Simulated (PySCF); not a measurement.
**PbH4: other functionals and bases at one geometry**

Aim: see how levels, charges and forces of PbH4 depend on the level of theory. It is a constructed species; whether it can be made isn't addressed.

Method: several levels, as the steps say, no spin–orbit coupling; program: PySCF 2.14.0.

3 further runs of the same task are left out: 2 for a known fault of the program, 1 that didn't finish. Runs told in other sessions of the task aren't counted.

**1. The starting structure**

5 atoms, charge 0, spin multiplicity 1.

Bond lengths: Pb1–H2 1.757 Å, Pb1–H3 1.757 Å, Pb1–H4 1.757 Å, Pb1–H5 1.757 Å. Angles: H2–Pb1–H3 109.4°, H2–Pb1–H4 109.5°, H2–Pb1–H5 109.5°, H3–Pb1–H4 109.5°, H3–Pb1–H5 109.5°, H4–Pb1–H5 109.4°.

Geometry (Å):

```xyz
5

Pb    0.0078    0.3729    0.0000
H    -0.0134   -0.6421    1.4346
H    -0.0134   -0.6421   -1.4346
H     1.4627    1.3582    0.0000
H    -1.4050    1.4179    0.0000
```

Formal oxidation states: Pb +4. An earlier session relaxed this geometry at PBE0, Pb def2-SVP with ECP60, H def2-SVP (singlet, point group Td).

At PBE0 on the finer grid: E = -195.179256 Eh, HOMO -8.86 eV, LUMO -0.08 eV, Mulliken charge on Pb1 +0.22 e, largest force component 0.002 eV/Å. 

Levels to run: BLYP; BP86; wB97X; revPBE; PBE0, TZVP; PBE0, x2c-SVP. Hardware: 2 threads of Arm Neoverse V2, shared host.

**2. BLYP**

Input file run.py (the lines that set the calculation):

```python
mol = gto.M(atom='''
Pb     0.00776     0.37288     0.00000
H     -0.01336    -0.64207     1.43457
H     -0.01336    -0.64207    -1.43457
H      1.46272     1.35825     0.00000
H     -1.40497     1.41791     0.00000''',
    basis={'Pb': 'def2-SVP', 'H': 'def2-SVP'},
    ecp={'Pb': 'def2-SVP'},
    charge=0, spin=0)
mf = dft.RKS(mol, xc='BLYP')
mf.grids.atom_grid = (75, 302)
mf = mf.density_fit()  # fitting sets: Pb def2-universal-JKFIT, H def2-universal-JKFIT
mf.conv_tol = 1e-08; mf.max_cycle = 55
mf.kernel(dm0)  # dm0: the density of the relaxed state
```

Run with:

```
> OMP_NUM_THREADS=2 python run.py
```

**3. BP86**

run.py (the lines that set the calculation): that of step 2 with these lines changed.

```diff
@@ -9,3 +9,3 @@
     charge=0, spin=0)
-mf = dft.RKS(mol, xc='BLYP')
+mf = dft.RKS(mol, xc='B88,P86')
 mf.grids.atom_grid = (75, 302)
```

**4. wB97X**

run.py (the lines that set the calculation): that of step 3 with these lines changed.

```diff
@@ -9,3 +9,3 @@
     charge=0, spin=0)
-mf = dft.RKS(mol, xc='B88,P86')
+mf = dft.RKS(mol, xc='WB97X')
 mf.grids.atom_grid = (75, 302)
```

**5. revPBE**

run.py (the lines that set the calculation): that of step 4 with these lines changed.

```diff
@@ -9,3 +9,3 @@
     charge=0, spin=0)
-mf = dft.RKS(mol, xc='WB97X')
+mf = dft.RKS(mol, xc='PBE_R,PBE')
 mf.grids.atom_grid = (75, 302)
```

**6. PBE0, TZVP**

Basis: Pb def2-TZVP with ECP60, H def2-TZVP. 

Input file run.py (the lines that set the calculation):

```python
mol = gto.M(atom='''
Pb     0.00776     0.37288     0.00000
H     -0.01336    -0.64207     1.43457
H     -0.01336    -0.64207    -1.43457
H      1.46272     1.35825     0.00000
H     -1.40497     1.41791     0.00000''',
    basis={'Pb': 'def2-TZVP', 'H': 'def2-TZVP'},
    ecp={'Pb': 'def2-TZVP'},
    charge=0, spin=0)
mf = dft.RKS(mol, xc='PBE0')
mf.grids.atom_grid = (75, 302)
mf = mf.density_fit()  # fitting sets: Pb def2-universal-JKFIT, H def2-universal-JKFIT
mf.conv_tol = 1e-08; mf.max_cycle = 55
mf.kernel(dm0)  # dm0: free metal ions and neutral atoms
```

**7. PBE0, x2c-SVP**

Basis: Pb x2c-SVPall, H x2c-SVPall. All electrons are treated, with the spin-free X2C Hamiltonian.

Input file run.py (the lines that set the calculation):

```python
mol = gto.M(atom='''
Pb     0.00776     0.37288     0.00000
H     -0.01336    -0.64207     1.43457
H     -0.01336    -0.64207    -1.43457
H      1.46272     1.35825     0.00000
H     -1.40497     1.41791     0.00000''',
    basis={'Pb': 'x2c-SVPall', 'H': 'x2c-SVPall'},
    nucmod='G',
    charge=0, spin=0)
mf = dft.RKS(mol, xc='PBE0')
mf.grids.atom_grid = (99, 590)
mf = mf.density_fit()  # fitting sets: Pb AutoAux, H AutoAux
mf = mf.sfx2c1e()
mf.conv_tol = 1e-08; mf.max_cycle = 55
mf.kernel(dm0)  # dm0: free metal ions and neutral atoms
```

Before running it: what results should come out? Wanted: for each run, HOMO; gap; charge on Pb1; dipole; largest force component.

**Answer**, as computed:

| level | state | HOMO (eV) | gap (eV) | charge on Pb1 (e) | dipole (D) | largest force component (eV/Å) | basis functions | time |
| --- | --- | --- | --- | --- | --- | --- | --- | --- |
| PBE0 (relaxed here) | singlet | -8.86 | 8.78 | 0.22 | 0.00 | 0.00 | 46 | 1.6 s |
| BLYP | singlet | -7.55 | 6.54 | 0.26 | 0.00 | 0.30 | 46 | 0.9 s |
| BP86 | singlet | -7.79 | 6.61 | 0.21 | 0.00 | 0.20 | 46 | 0.9 s |
| wB97X | singlet | -11.19 | 13.28 | 0.31 | 0.00 | 0.03 | 46 | 1 s |
| revPBE | singlet | -7.64 | 6.64 | 0.22 | 0.00 | 0.24 | 46 | 0.9 s |
| PBE0, TZVP | singlet | -8.90 | 8.46 | 0.21 | 0.00 | 0.08 | 74 | 2.3 s |
| PBE0, x2c-SVP | singlet | -8.90 | 8.80 | 0.27 | 0.00 | 0.08 | 82 | 7.3 s |

Times are on 2 threads of Arm Neoverse V2, shared host; the first row also made further properties.

In one basis the HOMO–LUMO gap runs from 6.54 eV (BLYP) to 13.28 eV (wB97X). The largest leftover force, 0.30 eV/Å with BLYP, stands at a geometry relaxed at another level. The Mulliken charge on Pb spans +0.21 to +0.31 e over the levels. Total energies of different levels can't be compared. Spin–orbit coupling is left out throughout.
